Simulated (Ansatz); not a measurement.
# F2OSi: the cost of one run

Program: Ansatz 0.2.0, Gaussian basis. Level of theory: PBE0-D4/def2-TZVP structures, single points in def2-TZVPP, no counterpoise correction. These are calculated values, not measurements.

Levels: SPW92, PBE-D4, BLYP-D4, r2SCAN-D4, B97M-V, PBE0-D4, B3LYP-D4, r2SCAN0-D4, BHLYP-D4, CAM-B3LYP-D4, wB97X-V, wB97M-V, B2PLYP, PBE-QIDH, RPA on PBE, Hartree-Fock, MP2, CCSD, CCSD(T).

Cores are frozen in the correlated methods. B3LYP uses VWN-RPA correlation. B2PLYP carries no dispersion term here.

56 further runs of the same task are left out: 56 set aside as unsound or not needed. Runs told in other sessions of the task aren't counted.

## 1. The system as given

The complex: 7 atoms, charge 0, spin multiplicity 1.

Atoms are counted from 1 here; the program's logs count them from 0.

Bond lengths: Si1–O2 1.880 Å, Si1–O3 1.514 Å, Si1–F5 1.589 Å, Si1–F6 1.578 Å, O2–H4 0.972 Å, O2–H7 0.967 Å. Angles: O2–Si1–O3 100.8°, O2–Si1–F5 95.3°, O2–Si1–F6 98.4°, O3–Si1–F5 124.8°, O3–Si1–F6 125.5°, F5–Si1–F6 103.3°, Si1–O2–H4 101.2°, Si1–O2–H7 117.1°, H4–O2–H7 110.0°.

Coordinates:

```xyz
7

Si   -0.6348    0.0113    0.5037
O     0.9188   -0.2465   -0.5239
O    -1.6382   -0.7990   -0.2890
H     0.5600   -0.7239   -1.2909
F    -0.5475    1.5975    0.5048
F    -0.0463   -0.3855    1.9134
H     1.3879    0.5459   -0.8180
```

Its parts: SiOF2 holds atoms 1, 3, 5, 6; H2O holds atoms 2, 4, 7. Each part counts its atoms afresh in its own runs.

## 2. Relaxing SiOF2 alone

File relax-a/in.yaml:

```yaml
crystal:
  periodic: [false, false, false]
  atoms:
    - {symbol: Si, position_ang: [-0.634768, 0.011322, 0.503700]}
    - {symbol: O, position_ang: [-1.638230, -0.798969, -0.288960]}
    - {symbol: F, position_ang: [-0.547516, 1.597543, 0.504750]}
    - {symbol: F, position_ang: [-0.046272, -0.385464, 1.913429]}
basis:
  gaussian: {orbitals: def2-TZVP}
hamiltonian: {xc: pbe0, dispersion: d4}
relax: {f_tol: 0.005, max_steps: 200}
```

Started as:

```sh
$ ansatz run in.yaml --threads 4 --pin off --events-out ev --progress --plain --max-ram 9574MiB
```

**Question.** How long does this run take on 4 threads of Arm Neoverse V2, shared host?

About 4.9 s.
